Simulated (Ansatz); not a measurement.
# C2H3ClSi (SMILES ClC1=C[SiH2]1) at MP2/def2-SVP

Aim: the vertical singlet–triplet gap of C2H3ClSi at MP2/def2-SVP, from 2 runs. 

The calculation is run with Ansatz 0.2.0.

57 further runs of the same task are left out: 57 set aside as unsound or not needed.

**1. The molecule**

C2H3ClSi has 7 atoms, charge 0, and is taken as a singlet. SMILES: `ClC1=C[SiH2]1`. Geometry: relaxed at PBE0-D4/def2-TZVP.

Bond lengths: Cl1–C2 1.700 Å, C2–C3 1.327 Å, C2–Si4 1.804 Å, C3–Si4 1.819 Å, C3–H5 1.082 Å, Si4–H6 1.482 Å, Si4–H7 1.482 Å. Some angles: Cl1–C2–C3 135.8°, Cl1–C2–Si4 155.1°, C3–C2–Si4 69.2°, C2–C3–Si4 67.9°, C2–Si4–C3 43.0°, C2–C3–H5 137.0°, Si4–C3–H5 155.1°, C2–Si4–H6 121.6°, C2–Si4–H7 121.6°, C3–Si4–H6 121.6°.

**2. A single-point energy at MP2/def2-SVP**

The input, in.yaml:

```yaml
crystal:
  periodic: [false, false, false]
  atoms:
    - {symbol: Cl, position_ang: [-1.169200, -2.293300, 0.411500]}
    - {symbol: C, position_ang: [-0.358000, -0.819900, 0.163200]}
    - {symbol: C, position_ang: [0.836800, -0.330000, 0.466700]}
    - {symbol: Si, position_ang: [-0.185900, 0.871600, -0.438900]}
    - {symbol: H, position_ang: [1.727500, -0.673800, 0.975600]}
    - {symbol: H, position_ang: [-0.837800, 2.011300, 0.248800]}
    - {symbol: H, position_ang: [0.047800, 1.166200, -1.872600]}
basis:
  gaussian: {orbitals: def2-SVP}
correlation: {method: mp2, frozen_orbitals: {C: 1, Cl: 5, H: 0, Si: 5}}
accuracy: high
```

Launch:

```
$ ansatz run in.yaml --threads 1 --pin off --max-ram 3480MiB --events-out events.jsonl --progress --plain --runs-dir runs
```

What it wrote:

```text
Warning: RAYON_NUM_THREADS=1 ignored (pool sized by the plan → 1); use --threads N
Functional definition: HF
  name "HF"
  exchange = exact_x
  correlation = 0
1684 factors; integrals over basis functions are off by at most 3.6e-9 eV
mean field evaluation 1: about -22462.1490 eV, gradient 2.3e1 eV
mean field evaluation 2: about -22462.1601 eV, gradient 2.3e1 eV
mean field evaluation 4: about -22463.8982 eV, gradient 3.2e0 eV
mean field evaluation 8: about -22463.9440 eV, gradient 6.4e-4 eV
mean field -22463.94396517 eV, -825.5347141117 hartree, gradient 3.1e-8 eV, S^2 0.000000; 0 other end points of the search recorded, 0 dependent functions left out
12 core orbitals not correlated: weight in the atoms' cores, before any rotation towards them, 1.000 or more for the frozen orbitals, at most 0.000 for the correlated occupied ones
reference -22463.94396517 eV, -825.5347141117 hartree; 11, 11 occupied and 56, 56 virtual orbitals, 1684 factors
second order -13.24676807 eV of doubles, -0.00000000 eV of singles
Total energy: -22477.19073323 eV, -826.0215238591 hartree
```

Run time: 1.9 s. Hardware: 1 thread of Arm Neoverse V2, shared host; peak memory 0.19 GiB.

**3. The triplet**

The input, job.yaml:

```yaml
crystal:
  periodic: [false, false, false]
  atoms:
    - {symbol: Cl, position_ang: [-1.169200, -2.293300, 0.411500]}
    - {symbol: C, position_ang: [-0.358000, -0.819900, 0.163200]}
    - {symbol: C, position_ang: [0.836800, -0.330000, 0.466700]}
    - {symbol: Si, position_ang: [-0.185900, 0.871600, -0.438900]}
    - {symbol: H, position_ang: [1.727500, -0.673800, 0.975600]}
    - {symbol: H, position_ang: [-0.837800, 2.011300, 0.248800]}
    - {symbol: H, position_ang: [0.047800, 1.166200, -1.872600]}
basis:
  gaussian:
    orbitals: def2-SVP
magnetization:
  spin_polarized: true
  initial_magnetization: 2
correlation:
  method: mp2
  frozen_orbitals: {C: 1, Cl: 5, H: 0, Si: 5}
accuracy: high
```

Launch:

```
$ ansatz run job.yaml --threads 1 --pin off --max-ram 3480MiB --events-out events.jsonl --progress --plain --runs-dir runs
```

What it wrote, shortened:

```text
Warning: RAYON_NUM_THREADS=1 ignored (pool sized by the plan → 1); use --threads N
Functional definition: HF
  name "HF"
[...]
1684 factors; integrals over basis functions are off by at most 3.6e-9 eV
[...]
mean field -22459.94467543 eV, -825.3877429249 hartree, gradient 2.9e-8 eV, S^2 2.044647; 6 other end points of the search recorded, 0 dependent functions left out
12 core orbitals not correlated: weight in the atoms' cores, before any rotation towards them, 1.000 or more for the frozen orbitals, at most 0.000 for the correlated occupied ones
reference -22459.94467543 eV, -825.3877429249 hartree; 12, 10 occupied and 55, 57 virtual orbitals, 1684 factors
second order -11.97694368 eV of doubles, -0.00000000 eV of singles
Total energy: -22471.92161911 eV, -825.8278874867 hartree
```

Run time: 7.8 s. Hardware: 1 thread of Arm Neoverse V2, shared host; peak memory 0.28 GiB.

**4. Results**

At MP2/def2-SVP, 12 core orbitals frozen:

```
                                             quantity          value
                                singlet: total energy  -826.02152 Eh
singlet: correlation energy (12 core orbitals frozen)     -486.8 mEh
                                triplet: total energy  -825.82789 Eh
triplet: correlation energy (12 core orbitals frozen)     -440.1 mEh
           triplet: ⟨S²⟩ of the reference determinant          2.045
     vertical energy of the triplet above the singlet       5.269 eV
```

In words: At this shape the triplet lies 5.27 eV (122 kcal/mol) above the singlet.
